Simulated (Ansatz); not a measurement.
# BF2H4N: the cost of one run

All numbers below are computed with Ansatz 0.2.0 (RKS LDA/def2-SVP).

## Step 1: The structure to begin with

Bond lengths: B1–F3 1.320 Å, B1–F4 1.320 Å, B1–N5 1.850 Å, N5–H6 1.060 Å, N5–H7 1.060 Å. Angles: F3–B1–F4 120.0°, F3–B1–N5 97.0°, F4–B1–N5 101.2°, B1–N5–H6 120.0°, B1–N5–H7 120.0°, H6–N5–H7 120.0°.

Structure file:

```xyz
8

B     0.0000    0.0000    0.0000
H     0.0000    0.0000    1.5400
F     1.1431    0.0000   -0.6600
F    -1.1431    0.0000   -0.6600
N     0.0773   -1.7539    0.5833
H    -0.4410   -2.5119    0.0539
H     0.6400   -2.0009    1.4471
H     0.0395   -0.8969    1.5631
```

## Step 2: A restrained relaxation towards end A

Springs on the bonds that form and break draw the guess towards this end; the thresholds are loose.

File input.yaml:

```yaml
crystal:
  periodic: [false, false, false]
  atoms:
    - { symbol: B, position_ang: [0.0, 0.0, 0.0] }
    - { symbol: H, position_ang: [0.0, 0.0, 1.54] }
    - { symbol: F, position_ang: [1.1431, 0.0, -0.66] }
    - { symbol: F, position_ang: [-1.1431, 0.0, -0.66] }
    - { symbol: "N", position_ang: [0.0773, -1.7539, 0.5833] }
    - { symbol: H, position_ang: [-0.441, -2.5119, 0.0539] }
    - { symbol: H, position_ang: [0.64, -2.0009, 1.4471] }
    - { symbol: H, position_ang: [0.0395, -0.8969, 1.5631] }
basis:
  gaussian: { orbitals: def2-SVP }
hamiltonian:
  xc: lda
relax:
  f_tol: 0.15
  max_steps: 25
  restrain:
    - { distance: [0, 4], at: 2.75, k: 30.0 }
    - { distance: [7, 1], at: 1.86, k: 30.0 }
    - { distance: [0, 1], at: 1.19, k: 30.0 }
    - { distance: [7, 4], at: 1.06, k: 30.0 }
```

Launch:

```bash
ansatz run input.yaml --threads 1 --pin off --max-ram 2048MiB --backend cpu --events-out ev --progress --plain --runs-dir out
```

Q: Estimate wall time and peak memory on 1 thread of Arm Neoverse V2, shared host.

About 13 s, with a peak of 0.13 GiB.
